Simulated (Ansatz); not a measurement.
InRu3:

```
In Ru
1.0
     5.62821    0.00000    0.00000
    -2.81410    4.87417    0.00000
     0.00000    0.00000    4.53300
In Ru
2 6
Cartesian
  0.0000 3.2494 3.3998
  2.8141 1.6247 1.1333
  4.2332 0.8054 3.3998
  1.3950 0.8054 3.3998
  2.8141 3.2633 3.3998
  -1.4191 4.0688 1.1333
  1.4191 4.0688 1.1333
  0.0000 1.6108 1.1333
```

The cell comes from a database or a generator and needn't be the stable form of this composition.

```yaml
Program: Ansatz 0.2.0
Task: single point
Functional: PBE
Potentials_or_basis: Ansatz PAW
Cutoff: "420 eV (not typed: the program's choice for these potentials)"
k_mesh: 6 × 6 × 6
Occupations: fermi-dirac, width 0.05 eV
Spin: no spin polarisation
```

On this cell: pressure -2.0 GPa; largest force 0.061 eV/Å; band gap on the k mesh none (metal or under the smearing width).

The same run follows on a disturbed copy (atoms moved at random, drawn with an rms of 0.05 Å):

```
In Ru
1.0
     5.62821    0.00000    0.00000
    -2.81410    4.87417    0.00000
     0.00000    0.00000    4.53300
In Ru
2 6
Direct
  0.33459 0.67021 0.76194
  0.66565 0.33571 0.24524
  0.83252 0.17247 0.75108
  0.32334 0.16526 0.74815
  0.82918 0.67736 0.75338
  0.17736 0.84157 0.24739
  0.66418 0.82792 0.24955
  0.16192 0.33217 0.25321
```

Q: What does the disturbed cell give?

A: The energy (extrapolated to zero smearing) moves by +6.2 meV/atom; pressure -1.8 GPa; largest force 0.763 eV/Å; band gap on the k mesh none (metal or under the smearing width).

Forces in eV/Å, atoms in the order of the input:
```
In  -0.297 -0.092 -0.696
In   0.116  0.115  0.311
Ru   0.176 -0.019 -0.128
Ru   0.058 -0.094 -0.055
Ru   0.219 -0.002 -0.162
Ru  -0.426 -0.035  0.320
Ru   0.174  0.267  0.264
Ru  -0.020 -0.141  0.145
```

Stress tensor (GPa, compression positive):
```
-1.69 -0.28 -0.24
-0.28 -1.90  0.11
-0.24  0.11 -1.68
```
